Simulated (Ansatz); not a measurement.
# CH₉GeNSi: up Jacob's ladder to CCSD(T)

The task here is to estimate one member of a computed series from the others.

Method: functionals in def2-TZVPP, the program's frozen cores in correlated methods; program: Ansatz 0.2.0, Gaussian basis.

The runs, in order: PBE-D4, r2SCAN-D4, PBE0-D4, B3LYP-D4, ωB97X-V, ωB97M-V, B2PLYP; CCSD(T)/def2-TZVPP; MP2/def2-QZVPP; extrapolation to the limit.

### The geometry

An earlier PBE0-D4 in a triple-zeta def2 set relaxation fixed the geometry.

SMILES `N[CH]([SiH3])[GeH3]`, 13 atoms, charge 0, spin multiplicity 1.

Atoms are counted from 1 here; the program's logs count them from 0.

Bond lengths: N1–C2 1.460 Å, N1–H5 1.013 Å, N1–H6 1.013 Å, C2–Si3 1.879 Å, C2–Ge4 1.971 Å, C2–H7 1.103 Å, Si3–H8 1.486 Å, Si3–H9 1.491 Å, Si3–H10 1.488 Å, Ge4–H11 1.542 Å, Ge4–H12 1.536 Å, Ge4–H13 1.539 Å. Angles: C2–N1–H5 111.9°, C2–N1–H6 111.6°, H5–N1–H6 107.5°, N1–C2–Si3 109.6°, N1–C2–Ge4 108.5°, N1–C2–H7 114.7°, Si3–C2–Ge4 110.1°, Si3–C2–H7 107.7°, Ge4–C2–H7 106.1°, C2–Si3–H8 111.1°, C2–Si3–H9 109.4°, C2–Si3–H10 109.7°, H8–Si3–H9 108.5°, H8–Si3–H10 109.4°, H9–Si3–H10 108.7°, C2–Ge4–H11 108.0°, C2–Ge4–H12 110.7°, C2–Ge4–H13 110.3° and more.

Set-up of the first run:

File in.yaml:

```yaml
crystal:
  periodic: [false, false, false]
  atoms:
    - {symbol: N, position_ang: [-1.296938, 1.006117, -0.026402]}
    - {symbol: C, position_ang: [0.045004, 0.467010, -0.229293]}
    - {symbol: Si, position_ang: [0.877630, 0.204891, 1.434935]}
    - {symbol: Ge, position_ang: [-0.109504, -1.248355, -1.188541]}
    - {symbol: H, position_ang: [-1.773314, 1.173010, -0.904292]}
    - {symbol: H, position_ang: [-1.274420, 1.883828, 0.478798]}
    - {symbol: H, position_ang: [0.709598, 1.100792, -0.840247]}
    - {symbol: H, position_ang: [0.182325, -0.847000, 2.220370]}
    - {symbol: H, position_ang: [0.842268, 1.477613, 2.211709]}
    - {symbol: H, position_ang: [2.297467, -0.189114, 1.227912]}
    - {symbol: H, position_ang: [-0.975417, -1.014951, -2.443372]}
    - {symbol: H, position_ang: [-0.785447, -2.305555, -0.302676]}
    - {symbol: H, position_ang: [1.280948, -1.743086, -1.624103]}
basis:
  gaussian: {orbitals: def2-TZVPP}
hamiltonian: {xc: pbe, dispersion: d4}
output: {forces: true, orbitals: {seedname: orbitals}}
```

Started as:

```
ansatz run in.yaml --threads 4 --pin off --events-out ev --progress --plain --max-ram 10444MiB
```

Steps of the session up to this table: PBE-D4 (GGA); r2SCAN-D4 (meta-GGA); PBE0-D4 (hybrid); B3LYP-D4 (hybrid); ωB97X-V (range-separated); ωB97M-V (range-separated); B2PLYP (double hybrid); CCSD(T) in def2-TZVPP; MP2 in def2-QZVPP.

One of the session's tables, all rows but one given; the rest of the session is left out.

| method | atomisation energy (kcal/mol) |
| --- | --- |
| PBE-D4 | ? |
| r2SCAN-D4 | 965.5 |
| PBE0-D4 | 961.5 |
| B3LYP-D4 | 968.6 |
| ωB97X-V | 975.8 |
| ωB97M-V | 969.0 |
| B2PLYP | 955.4 |
| HF/def2-TZVPP | 699.0 |
| MP2/def2-TZVPP | 944.3 |
| CCSD/def2-TZVPP | 936.7 |
| CCSD(T)/def2-TZVPP | 948.0 |
| MP2/CBS | 967.9 |
| CCSD(T)/CBS | 971.6 |

Estimate the missing values for PBE-D4.

The run gave: atomisation energy (kcal/mol): 970.3. In the column «atomisation energy (kcal/mol)» it lies between ωB97M-V (969.0) and CCSD(T)/CBS (971.6).
